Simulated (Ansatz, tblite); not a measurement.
# SnFH3 (SnH₃F): charged states by level of theory

One table from this session's results is given with a row withheld; the runs are named, their logs left out.

The runs use Ansatz 0.2.0, Gaussian basis; as each input shows.

Levels to be run: charge +1 doublet, at the geometry of the singlet (PBE0-D4/def2-TZVP, PBE-D4/def2-TZVP, r2SCAN-D4/def2-TZVP, LC-ωPBE(0.10)/def2-TZVP, LC-ωPBE(0.15)/def2-TZVP, LC-ωPBE(0.20)/def2-TZVP, LC-ωPBE(0.30)/def2-TZVP, CCSD(T)/def2-TZVPP); charge +1 doublet, relaxed (PBE0-D4/def2-TZVP, PBE-D4/def2-TZVP); the starting singlet's energies come from earlier runs.

## The geometry

The geometry is that of the singlet, from an earlier relaxation (B3LYP-D4/def2-TZVP).

5 atoms, charge 0, spin multiplicity 1.

Atoms are counted from 1 here; the program's logs count them from 0.

Bond lengths: Sn1–F2 1.941 Å, Sn1–H3 1.705 Å, Sn1–H4 1.705 Å, Sn1–H5 1.705 Å. Angles: F2–Sn1–H3 104.6°, F2–Sn1–H4 104.6°, F2–Sn1–H5 104.6°, H3–Sn1–H4 113.9°, H3–Sn1–H5 113.9°, H4–Sn1–H5 113.9°.

Sn takes a core potential in the def2 sets. No spin-orbit coupling is included.

Set-up of the first run:

File in.yaml:

```yaml
crystal:
  periodic: [false, false, false]
  atoms:
    - {symbol: Sn, position_ang: [-0.000762, 0.001337, -0.129932]}
    - {symbol: F, position_ang: [0.010457, -0.018654, 1.811129]}
    - {symbol: H, position_ang: [1.646767, 0.010634, -0.569858]}
    - {symbol: H, position_ang: [-0.832361, 1.432248, -0.540918]}
    - {symbol: H, position_ang: [-0.824101, -1.425566, -0.570421]}
basis:
  gaussian: {orbitals: def2-TZVP}
total_charge: 1
magnetization: {spin_polarized: true, initial_magnetization: 1}
hamiltonian: {xc: pbe0, dispersion: d4}
output: {orbitals: {seedname: orbitals}}
```

Launch:

```sh
$ ansatz run in.yaml --threads 4 --pin off --events-out ev --progress --plain --max-ram 3916MiB
```

Steps of the session up to this table: Charge +1 doublet at the fixed geometry, PBE0-D4/def2-TZVP; Charge +1 doublet at the fixed geometry, PBE-D4/def2-TZVP; Charge +1 doublet at the fixed geometry, r2SCAN-D4/def2-TZVP; Charge +1 doublet at the fixed geometry, LC-ωPBE(0.10)/def2-TZVP; Charge +1 doublet at the fixed geometry, LC-ωPBE(0.15)/def2-TZVP; Charge +1 doublet at the fixed geometry, LC-ωPBE(0.20)/def2-TZVP; Charge +1 doublet at the fixed geometry, LC-ωPBE(0.30)/def2-TZVP; Charge +1 doublet at the fixed geometry, CCSD(T)/def2-TZVPP.

One of the session's tables, all rows but one given; the rest of the session is left out.

| method | vertical ionisation energy (eV) |
| --- | --- |
| HF/def2-TZVPP | 11.61 |
| PBE-D4/def2-TZVP | 11.33 |
| r2SCAN-D4/def2-TZVP | 11.53 |
| PBE0-D4/def2-TZVP | ? |
| MP2/def2-TZVPP | 12.17 |
| CCSD/def2-TZVPP | 12.14 |
| CCSD(T)/def2-TZVPP | 12.06 |

Q: Estimate the row for PBE0-D4/def2-TZVP from the others.

The run gave: vertical ionisation energy (eV): 11.76. In the column «vertical ionisation energy (eV)» it lies between HF/def2-TZVPP (11.61) and CCSD(T)/def2-TZVPP (12.06).

Limits of these values: CCSD(T)/def2-TZVPP isn't at the basis-set limit; small misses against it rank nothing.
